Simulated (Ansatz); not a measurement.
# SnTe2: a single-point run

Wanted: a converged single-point run for SnTe2, and a check of what comes out. The structure is shown as the input types it. The cell is built on a prototype (rutile) and needn't be the phase found in nature.

Method: density functional or hybrid calculation with the settings of its input, plane waves (as first typed), in Ansatz 0.2.0.

2 further runs of the same task are left out: 1 for a known fault of the program, 1 that didn't finish. Runs told in other sessions of the task aren't counted.

## (1) The structure to begin with

Symmetry: P4_2/mnm, No. 136, tetragonal system. The conventional cell has a = 6.959 Å, b = 6.959 Å, c = 4.418 Å, α = 90.00°, β = 90.00°, γ = 90.00°. Sn (site symmetry mmm) has 6 Te at 2.94 to 2.98 Å in its first shell of neighbours. Around Te (site symmetry m2m) lie 3 Sn at 2.94 to 2.98 Å.

As a file:

```
CELL_PARAMETERS angstrom
6.95857 0.00000 0.00000
0.00000 6.95857 0.00000
0.00000 0.00000 4.41791
ATOMIC_POSITIONS crystal
Sn 0.00000 0.00000 0.00000
Sn 0.50000 0.50000 0.50000
Te 0.30235 0.30235 0.00000
Te 0.19765 0.80235 0.50000
Te 0.80235 0.19765 0.50000
Te 0.69765 0.69765 0.00000
```

## (2) Running it

File input.yaml:

```yaml
crystal:
  lattice:
    - [6.9585660197, 0.0, 0.0]
    - [0.0, 6.9585660197, 0.0]
    - [0.0, 0.0, 4.4179125098]
  atoms:
    - { symbol: Sn, position: [0.0, 0.0, 0.0] }
    - { symbol: Sn, position: [0.5, 0.5, 0.5] }
    - { symbol: Te, position: [0.3023537661, 0.3023537661, 0.0] }
    - { symbol: Te, position: [0.1976462339, 0.8023537661, 0.5] }
    - { symbol: Te, position: [0.8023537661, 0.1976462339, 0.5] }
    - { symbol: Te, position: [0.6976462339, 0.6976462339, 0.0] }
kpoints:
  mp_grid: { grid: [4, 4, 4] }
hamiltonian:
  xc: pbe
scf:
  occupations: { method: fermi_dirac, width: 0.02 }
  n_extra_bands: 5
  convergence: { dr2_threshold: 1.0 }
  max_iter: 54
output:
  forces: true
  stress: true
  eigenvalues: true
```

On the command line:

```sh
> ansatz run input.yaml --threads 4 --pin off --max-ram 4608MiB --backend cpu --events-out ev --progress --plain --runs-dir out
```

What happens when this is run?

This run ends as converged, with warnings (force scf threshold loose, stress scf threshold loose). Its log warns: «scf.convergence.dr2_threshold = 1e0 eV is looser than this run's default, which is 1e-7 eV or tighter. The error in the forces grows as the threshold's square root ...»

The threshold asked is loose, but the program put off the close and ended at dr2 = 2.3e-8, so little accuracy was lost here.

The test: delete scf.convergence.dr2_threshold (the default then holds).
